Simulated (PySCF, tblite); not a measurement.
# C8H12: geometry, infrared bands and NMR shifts

What infrared bands and NMR shifts should C8H12 (`CCCC1=CC=CC1`) show?

The runs use tblite 0.8.0 and PySCF 2.14.0, with density-fitted response routines of our own; the level of theory stands in each step. All values are computed, except where a source is named. Atoms are numbered from 0 throughout.

## (1) The starting structure

20 atoms, charge 0, multiplicity 1; geometry from: force field or distance geometry start.

Bonds of the start (Å): C0–C1 1.51, C1–C2 1.51, C2–C3 1.45, C3–C4 1.31, C4–C5 1.45, C5–C6 1.34, C6–C7 1.49, C7–C3 1.49, C0–H8 1.12, C0–H9 1.12, C0–H10 1.10, C1–H11 1.10, C1–H12 1.12, C2–H13 1.13, C2–H14 1.12, C4–H15 1.10, C5–H16 1.10, C6–H17 1.09, C7–H18 1.11, C7–H19 1.09.

## (2) Optimising the geometry with GFN2-xTB

Job settings and geometry (Å):

```
{"job": {"kind": "relax", "xc": "GFN2-xTB", "basis": "xTB"}, "charge": 0, "multiplicity": 1}
C     -3.077000    -0.218100    -0.451600
C     -1.619100    -0.616900    -0.490600
C     -0.778800     0.580100    -0.112100
C      0.660000     0.370600    -0.105900
C      1.537200     1.005500    -0.844000
C      2.892300     0.544300    -0.586000
C      2.856200    -0.405700     0.356800
C      1.431300    -0.586400     0.740400
H     -3.599000    -0.607800    -1.363900
H     -3.128500     0.898600    -0.563000
H     -3.620000    -0.594900     0.428700
H     -1.419400    -0.908800    -1.535100
H     -1.435500    -1.493100     0.186400
H     -0.975000     1.356400    -0.916300
H     -1.108200     1.015000     0.864500
H      1.340600     1.792300    -1.583400
H      3.817000     0.913300    -1.065300
H      3.688000    -0.962200     0.785000
H      1.185700    -1.638500     0.490400
H      1.346900    -0.433100     1.819900
```

Started as:

```
$ OMP_NUM_THREADS=1 python probes_run.py task.json out
```

The driver reads the jobs from task.json and runs them one after another.

**Question.** This job is followed by: GFN2-xTB harmonic vibrations, gas phase; GIAO PBE0/pcSseg-1 NMR shielding, non-relativistic, gas phase. What will the session give for the following? strongest single infrared mode (GFN2-xTB); zero-point energy (GFN2-xTB); ¹³C shifts against TMS (PBE0/pcSseg-1); ¹H shifts against TMS (PBE0/pcSseg-1, means over atoms taken as alike); surface potential, 1st and 99th percentile.

**Answer**, as computed:

| quantity | value |
| --- | --- |
| strongest single infrared mode (GFN2-xTB) | 3126 cm⁻¹, 70 km/mol |
| zero-point energy (GFN2-xTB) | 109.6 kcal/mol |
| ¹³C shifts against TMS (PBE0/pcSseg-1) | 160.1, 140.1, 139.0, 134.3, 46.2, 39.3, 32.2, 17.6 ppm |
| ¹H shifts against TMS (PBE0/pcSseg-1, means over atoms taken as alike) | 6.65, 6.52, 6.44, 2.94, 2.42, 1.46, 1.11 ppm |
| surface potential, 1st and 99th percentile | -0.85 V and 0.71 V |

In words: Over 91 steps the energy fell by 0.483 eV; of the close pairs, C2–H13 changed most, 1.135 to 1.092 Å. All 54 modes are real, so the xTB geometry is a minimum. The strongest single mode, at 3126 cm⁻¹, moves mainly H15. Unscaled tight-binding wavenumbers are off by several per cent, some by more. Its intensities can rank the bands wrongly. At PBE0/pcSseg-1, counted by nearest atom on the grid, the HOMO lies on C3, C6 about 26 % each; C4 16 %, the LUMO on C3, C6 about 21 % each; C4, C5 about 13 % each.
